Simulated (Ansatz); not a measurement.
C₂H₄AlN, SMILES N=C=[CH][AlH2], a rigid scan of one bond length

Computed with Ansatz's Python interface.

Typed at the interpreter:
```pycon
>>> import ansatz as az
>>> from ase import Atoms
>>> import numpy as np
>>> atoms = Atoms(["N", "C", "C", "Al", "H", "H", "H", "H"], positions=[
...     (0.4123, 2.2342, -0.5286),
...     (0.5338, 1.1252, -0.0346),
...     (0.6825, -0.0514, 0.472),
...     (-0.5044, -1.4755, 0.1244),
...     (-0.4639, 2.455, -1.1637),
...     (1.5744, -0.2284, 1.1125),
...     (-1.8199, -1.1989, -0.7958),
...     (-0.3226, -2.9174, 0.7581),
... ])
>>> mol = az.Crystal.molecule_from_ase(atoms)
>>> symbols = [site.symbol for site in mol.cartesian_sites]
>>> start = np.array([site.position_ang for site in mol.cartesian_sites])
>>> axis = (start[6] - start[3]) / np.linalg.norm(start[6] - start[3])
>>> moving = [6]
>>> lengths, energies = [1.434, 1.499, 1.564, 1.629, 1.694, 1.759, 1.825, 1.922], []
>>> for length in lengths:
...     xyz = start.copy()
...     xyz[moving] += (length - np.linalg.norm(start[6] - start[3])) * axis
...     point = az.Crystal.molecule()
...     for symbol, place in zip(symbols, xyz):
...         point = point.atom(symbol, place.tolist())
...     calc = point.calculation().basis(gaussian="def2-SVP").functional("pbe0")
...     rep = calc.run(threads=1).report
...     energies.append(rep["free_energy_ev"])
...     print(f"r = {length:6.3f} A  E = {energies[-1]:.5f} eV  <S^2> = {abs(rep['mean_field']['state']['spin_squared']):.3f}")
...
r =  1.434 A  E = -10211.25055 eV  <S^2> = 0.000
r =  1.499 A  E = -10211.39231 eV  <S^2> = 0.000
r =  1.564 A  E = -10211.45337 eV  <S^2> = 0.000
r =  1.629 A  E = -10211.45149 eV  <S^2> = 0.000
r =  1.694 A  E = -10211.40092 eV  <S^2> = 0.000
r =  1.759 A  E = -10211.31307 eV  <S^2> = 0.000
r =  1.825 A  E = -10211.19499 eV  <S^2> = 0.000
r =  1.922 A  E = -10210.98388 eV  <S^2> = 0.000
>>> fit = np.polynomial.Polynomial.fit(lengths, np.array(energies) - min(energies), 4).convert()
>>> roots = [r.real for r in fit.deriv().roots() if abs(r.imag) < 1e-9 and fit.deriv(2)(r.real) > 0]
>>> r_e = min(roots, key=lambda r: abs(r - lengths[int(np.argmin(energies))]))
>>> print(f"minimum of the fit at {r_e:.4f} A, force constant {fit.deriv(2)(r_e):.2f} eV/A^2")
minimum of the fit at 1.5936 A, force constant 13.30 eV/A^2
```

Notes:
- Total energies depend on the basis set; only differences at equal settings carry meaning.
- The rest of the molecule is held rigid at a force-field or estimated start geometry, and the basis set is modest; single-reference methods fail as a bond breaks.
- The orbitals are restricted, so S² is zero by construction.
- Timing: 12 s on 1 thread of Arm Neoverse V2, with other jobs on the host, peak memory 0.22 GiB.
